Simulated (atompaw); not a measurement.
**Cu: generating and testing a PAW (atompaw) potential**

Task: generate the file, and judge it by its logarithmic derivatives, its ghosts and its cutoff.

The numbers are computed with atompaw 4.2.0.5 (PBE, scalar-relativistic, spin-unpolarised reference atom).

**1. Starting point**

The settings as typed:

```
element                 : copper (Cu, Z = 29)
type                    : PAW
frozen core             : [Ne]
valence charge          : 19
reference configuration : 3s2 3p6 3d10 4s1 4p0
partial waves           : 3s (bound): rc 1.05 bohr; 4s (bound): rc 1.00 bohr; 3p (bound): rc 0.80 bohr; 4p (bound, empty): rc 1.25 bohr; 3d (bound): rc 1.25 bohr; 3d channel at 3.15 Ry: rc 1.25 bohr
local potential         : bessel scheme, radius 0.95 bohr
core correction         : smooth core density matched at 1.00 bohr
augmentation charge     : besselshape compensation charge, radius 1.20 bohr; PAW radius 1.25 bohr; waves and projectors: custom polynom2 7 10 vanderbiltortho
```

An earlier all-electron run gives the scale for the radii.

All-electron outer shells of the reference configuration (PBE, scalar-relativistic, ld1.x):

```json
{"shell": "2s", "level (eV)": "-1062.47", "outermost node (bohr)": "0.07", "outermost maximum (bohr)": "0.20"}
{"shell": "2p", "level (eV)": "-916.98", "outermost node (bohr)": "–", "outermost maximum (bohr)": "0.16"}
{"shell": "3s", "level (eV)": "-114.70", "outermost node (bohr)": "0.29", "outermost maximum (bohr)": "0.61"}
{"shell": "3p", "level (eV)": "-72.14", "outermost node (bohr)": "0.26", "outermost maximum (bohr)": "0.62"}
{"shell": "3d", "level (eV)": "-5.04", "outermost node (bohr)": "–", "outermost maximum (bohr)": "0.60"}
{"shell": "4s", "level (eV)": "-4.61", "outermost node (bohr)": "0.89", "outermost maximum (bohr)": "2.27"}
{"shell": "4p", "level (eV)": "-0.70", "outermost node (bohr)": "0.97", "outermost maximum (bohr)": "3.65"}
```

**2. The generation run**

Contents of Cu.input:

```
Cu 29
GGA-PBE scalarrelativistic loggrid 1500 logderivrange -10 5 376
4 4 3 0 0 0
4 0 1
4 1 0
0 0 0
c
c
v
v
c
v
v
v
2
1.25 1.20 0.95 1.00
n
n
y
3.15
n
custom polynom2 7 10 vanderbiltortho besselshape
bessel
1.05
1.00
0.80
1.25
1.25
1.25
PWSCFOUT
UPFDX 0.0125d0 UPFXMIN -7.d0 UPFZMESH 29.d0
END
```

Started as:

```sh
$ atompaw < Cu.input > Cu.log
```

Q: Predict the outcome of this session. Wanted: cutoffs; bound ghosts; largest phase difference near zero energy, channels read; lowest eigenvalue of the overlap; share of valence orbitals outside the PAW sphere; UPF file.

**Answer**, as computed:

```
                                                quantity                                      value
                                                 cutoffs                             not determined
                                            bound ghosts                             not determined
largest phase difference near zero energy, channels read                                  0.001 rad
         lowest eigenvalue of the overlap (Bessel basis)                                  0.572 (p)
        share of valence orbitals outside the PAW sphere  3s 4 %, 4s 96 %, 3p 7 %, 4p 99 %, 3d 27 %
                                                UPF file                                    written
```

In words: Even at 400 Ry an occupied level stays 5051 mRy from its reference, so no cutoffs are read; the levels have long settled, so the basis size isn't the cause: the level found isn't the valence state, or the test fails for this file. Ghosts could not be judged. Near zero energy the phases of the channels with partial waves agree within 0.001 rad.
